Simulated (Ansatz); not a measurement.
# K8Ta8O24: the cost of one run

Method: density functional theory in Ansatz 0.2.0, PAW datasets, plane waves.

**1. Starting point**

40 atoms (8 K, 8 Ta, 24 O); a = 7.979 Å, b = 7.979 Å, c = 7.979 Å, α = 90.00°, β = 90.00°, γ = 90.00°. All atoms were shaken off their sites by about 0.02 Å along each axis.

Plan of the steps: (2) PBEsol dynamics at the Γ point alone, on 1 × NVIDIA H100 80GB HBM3 with 2 threads of AMD EPYC 7R13; (3) HSE06 single point at the Γ point alone, on 1 × NVIDIA H100 80GB HBM3 with 2 threads of AMD EPYC 7R13.

**2. Molecular dynamics with a thermostat**

Input file in.yaml:

```yaml
accuracy: low
crystal:
  lattice:
    - [7.978849, 0.000000, 0.000000]
    - [0.000000, 7.978849, 0.000000]
    - [0.000000, 0.000000, 7.978849]
  atoms:
    - { symbol: K, position: [0.996415, 0.001352, 0.996691] }
    - { symbol: K, position: [0.001109, 0.999000, 0.501716] }
    - { symbol: K, position: [0.998190, 0.501387, 0.000026] }
    - { symbol: K, position: [0.996489, 0.501624, 0.500417] }
    - { symbol: K, position: [0.497438, 0.996713, 0.001189] }
    - { symbol: K, position: [0.497761, 0.003972, 0.502693] }
    - { symbol: K, position: [0.503463, 0.501004, 0.995825] }
    - { symbol: K, position: [0.500676, 0.497168, 0.501190] }
    - { symbol: Ta, position: [0.250841, 0.245532, 0.246824] }
    - { symbol: Ta, position: [0.252321, 0.250176, 0.748404] }
    - { symbol: Ta, position: [0.250682, 0.750140, 0.248181] }
    - { symbol: Ta, position: [0.249710, 0.750853, 0.755251] }
    - { symbol: Ta, position: [0.751739, 0.248767, 0.249058] }
    - { symbol: Ta, position: [0.753090, 0.249698, 0.753747] }
    - { symbol: Ta, position: [0.751041, 0.749396, 0.252613] }
    - { symbol: Ta, position: [0.746701, 0.754141, 0.749348] }
    - { symbol: O, position: [0.250582, 0.246956, 0.998087] }
    - { symbol: O, position: [0.250195, 0.248351, 0.499860] }
    - { symbol: O, position: [0.251718, 0.753342, 0.001428] }
    - { symbol: O, position: [0.251293, 0.752034, 0.501623] }
    - { symbol: O, position: [0.752097, 0.251741, 0.997150] }
    - { symbol: O, position: [0.746583, 0.253679, 0.499683] }
    - { symbol: O, position: [0.749351, 0.749668, 0.997096] }
    - { symbol: O, position: [0.746471, 0.749832, 0.498592] }
    - { symbol: O, position: [0.997475, 0.251024, 0.248923] }
    - { symbol: O, position: [0.000891, 0.250208, 0.749043] }
    - { symbol: O, position: [0.999660, 0.747524, 0.252240] }
    - { symbol: O, position: [0.003896, 0.754313, 0.752324] }
    - { symbol: O, position: [0.494986, 0.247340, 0.250614] }
    - { symbol: O, position: [0.497798, 0.250363, 0.752942] }
    - { symbol: O, position: [0.496517, 0.745871, 0.249695] }
    - { symbol: O, position: [0.496621, 0.750297, 0.748447] }
    - { symbol: O, position: [0.248969, 0.999551, 0.250762] }
    - { symbol: O, position: [0.250021, 0.999996, 0.749770] }
    - { symbol: O, position: [0.253846, 0.500158, 0.252941] }
    - { symbol: O, position: [0.252035, 0.500836, 0.748165] }
    - { symbol: O, position: [0.752632, 0.002088, 0.249903] }
    - { symbol: O, position: [0.753651, 0.000088, 0.747064] }
    - { symbol: O, position: [0.748806, 0.496463, 0.249357] }
    - { symbol: O, position: [0.744697, 0.507631, 0.752082] }
kpoints:
  mp_grid: { grid: [1, 1, 1] }
hamiltonian:
  xc: pbesol
scf:
  occupations: { method: fermi_dirac, width: 0.1 }
md:
  ensemble: nvt_langevin
  timestep: 2.5
  n_steps: 240
  temperature: 300
  temperature_schedule: [{ n_steps: 120, end_temperature: 300 }, { n_steps: 120, end_temperature: 300 }]
  friction: 0.02
  initial_velocities: maxwell_boltzmann
  seed: 1
```

Run with:

```console
$ ansatz run in.yaml --threads 2 --pin off --max-ram 30400MiB --runs-dir r --events-out ev --progress --plain --backend cuda --devices 0, --max-vram 18GiB
```

What time and memory should one allow on 1 × NVIDIA H100 80GB HBM3 with 2 threads of AMD EPYC 7R13, shared host?

About 2.1 min, with a peak of 1.1 GiB on the host.
